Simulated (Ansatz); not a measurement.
**AlH₅OSeSi: up Jacob's ladder to CCSD(T)**

One table from this session's results is given with a row withheld; the runs are named, their logs left out.

Method: functionals in def2-TZVPP, the program's frozen cores in correlated methods; program: Ansatz 0.2.0, Gaussian basis.

Plan: LDA (SPW92), PBE-D4, revPBE-D4, BLYP-D4, r2SCAN-D4, B97M-V, PBE0-D4, B3LYP-D4, r2SCANh-D4, r2SCAN0-D4, HSE06-D4, BHLYP-D4, CAM-B3LYP-D4, LC-ωPBE, ωB97X-V, ωB97M-V, B2PLYP, PBE-QIDH; CCSD(T)/def2-SVP; CCSD(T)/def2-TZVPP; MP2/def2-QZVPP; extrapolation to the limit; RPA on PBE.

## The geometry

An earlier PBE0-D4 in a triple-zeta def2 set relaxation fixed the geometry.

SMILES `[OH][AlH][SiH2][SeH]`, 9 atoms, charge 0, spin multiplicity 1.

Atoms are counted from 1 here; the program's logs count them from 0.

Bond lengths: O1–Al2 1.699 Å, O1–H5 0.956 Å, Al2–Si3 2.441 Å, Al2–H6 1.587 Å, Si3–Se4 2.294 Å, Si3–H7 1.491 Å, Si3–H8 1.491 Å, Se4–H9 1.469 Å. Angles: Al2–O1–H5 124.4°, O1–Al2–Si3 111.2°, O1–Al2–H6 119.8°, Si3–Al2–H6 129.0°, Al2–Si3–Se4 106.5°, Al2–Si3–H7 113.0°, Al2–Si3–H8 113.2°, Se4–Si3–H7 109.8°, Se4–Si3–H8 108.6°, H7–Si3–H8 105.7°, Si3–Se4–H9 92.4°.

The first run:

The input, in.yaml:

```yaml
crystal:
  periodic: [false, false, false]
  atoms:
    - {symbol: O, position_ang: [-0.375823, 1.697653, -0.948584]}
    - {symbol: Al, position_ang: [-0.007197, 1.129954, 0.610304]}
    - {symbol: Si, position_ang: [0.243361, -1.298366, 0.628974]}
    - {symbol: Se, position_ang: [0.099912, -1.983505, -1.555481]}
    - {symbol: H, position_ang: [-0.512789, 2.617762, -1.169523]}
    - {symbol: H, position_ang: [0.127212, 2.156681, 1.812756]}
    - {symbol: H, position_ang: [-0.800283, -1.984883, 1.443777]}
    - {symbol: H, position_ang: [1.551215, -1.749796, 1.183422]}
    - {symbol: H, position_ang: [-0.237106, -0.631702, -2.022546]}
basis:
  gaussian: {orbitals: def2-TZVPP}
hamiltonian: {xc: lda}
output: {orbitals: {seedname: orbitals}}
```

Among the steps run: LDA; PBE-D4 (GGA); revPBE-D4 (GGA); BLYP-D4 (GGA); r2SCAN-D4 (meta-GGA); B97M-V (meta-GGA); PBE0-D4 (hybrid); B3LYP-D4 (hybrid); r2SCANh-D4 (hybrid); r2SCAN0-D4 (hybrid); HSE06-D4 (hybrid); BHLYP-D4 (hybrid); CAM-B3LYP-D4 (range-separated); LC-ωPBE (range-separated); ωB97X-V (range-separated); ωB97M-V (range-separated); B2PLYP (double hybrid); PBE-QIDH (double hybrid).

One of the session's tables, all rows but one given; the rest of the session is left out.

It belongs to the step «Orbital energies across the functionals». 

| functional | HOMO (eV) | LUMO (eV) | gap (eV) |
| --- | --- | --- | --- |
| LDA (SPW92) | -5.79 | -2.51 | 3.28 |
| PBE-D4 | -5.68 | -2.30 | 3.38 |
| revPBE-D4 | -5.63 | -2.20 | 3.43 |
| BLYP-D4 | -5.49 | -2.15 | 3.34 |
| r2SCAN-D4 | -5.94 | -2.08 | 3.87 |
| B97M-V | -6.05 | -2.25 | 3.80 |
| PBE0-D4 | -6.80 | -1.56 | 5.24 |
| B3LYP-D4 | -6.55 | -1.73 | 4.81 |
| r2SCANh-D4 | -6.36 | -1.82 | 4.54 |
| r2SCAN0-D4 | -6.98 | -1.44 | 5.54 |
| HSE06-D4 | -6.41 | -1.93 | 4.48 |
| BHLYP-D4 | -7.75 | -0.77 | 6.98 |
| CAM-B3LYP-D4 | -8.04 | -0.59 | 7.45 |
| LC-ωPBE | ? | ? | ? |
| ωB97X-V | -9.07 | 0.35 | 9.43 |
| ωB97M-V | -8.94 | 0.09 | 9.03 |

**Question.** Estimate the row for LC-ωPBE.

**Answer.** HOMO (eV): -9.41; LUMO (eV): 0.46; gap (eV): 9.87. In the column «HOMO (eV)» it is the lowest.
